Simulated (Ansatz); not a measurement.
**CH2BBrClIn: how energies converge with the basis set**

The task here is to estimate one member of a computed series from the others.

Program: Ansatz 0.2.0, Gaussian basis. Level of theory: one geometry, several basis sets. These are calculated values, not measurements.

Levels to be run: PBE0-D4/def2-SVP; ωB97M-V/def2-SVP; PBE0-D4/def2-QZVPP; ωB97M-V/def2-QZVPP; the functionals' def2-TZVPP values are taken from earlier runs.

1 further run of the same task is left out (for a known fault of the program).

## The relaxed structure

The geometry comes from an earlier relaxation with PBE0-D4 in a triple-zeta def2 set; it is a stationary point, not always the lowest conformer. In takes the def2 core potential; no spin-orbit term is included.

7 atoms, charge 0, spin multiplicity 1.

Atoms are counted from 1 here; the program's logs count them from 0.

Bond lengths: Cl1–C2 1.713 Å, C2–Br3 1.961 Å, C2–B4 1.439 Å, Br3–In5 2.931 Å, B4–In5 2.163 Å, B4–H6 1.188 Å, In5–H7 1.713 Å. Angles: Cl1–C2–Br3 111.1°, Cl1–C2–B4 127.9°, Br3–C2–B4 121.0°, C2–Br3–In5 67.6°, C2–B4–In5 102.0°, C2–B4–H6 128.3°, In5–B4–H6 129.7°, Br3–In5–B4 69.5°, Br3–In5–H7 108.3°, B4–In5–H7 177.8°.

The first run:

Input file in.yaml:

```yaml
crystal:
  periodic: [false, false, false]
  atoms:
    - {symbol: Cl, position_ang: [0.100138, -1.973701, 1.998002]}
    - {symbol: C, position_ang: [0.088322, -0.834520, 0.719215]}
    - {symbol: Br, position_ang: [0.974990, -1.554929, -0.874110]}
    - {symbol: B, position_ang: [-0.470616, 0.491524, 0.720450]}
    - {symbol: In, position_ang: [-0.022748, 1.169801, -1.284493]}
    - {symbol: H, position_ang: [-1.031034, 1.053999, 1.604618]}
    - {symbol: H, position_ang: [0.360948, 1.647836, -2.883683]}
basis:
  gaussian: {orbitals: def2-SVP}
hamiltonian: {xc: pbe0, dispersion: d4}
output: {orbitals: {seedname: orbitals}}
```

The run is started by

```sh
ansatz run in.yaml --threads 2 --pin off --events-out ev --progress --plain --max-ram 22528MiB --backend cpu
```

Steps of the session up to this table: PBE0-D4 in def2-SVP; ωB97M-V in def2-SVP; PBE0-D4 in def2-QZVPP; ωB97M-V in def2-QZVPP.

One of the session's tables, all rows but one given; the rest of the session is left out.

It belongs to the step «Functionals by basis». 

```
functional       basis  HOMO (eV)  LUMO (eV)
   PBE0-D4    def2-SVP      -5.89      -2.23
   PBE0-D4  def2-TZVPP      -6.00      -2.30
   PBE0-D4  def2-QZVPP      -6.02      -2.31
   ωB97M-V    def2-SVP      -7.88      -0.67
   ωB97M-V  def2-TZVPP      -8.02      -0.79
   ωB97M-V  def2-QZVPP          ?          ?
```

Estimate the missing values for ωB97M-V, def2-QZVPP.

As computed: HOMO (eV): -8.05; LUMO (eV): -0.83. In the column «HOMO (eV)» it is the lowest.
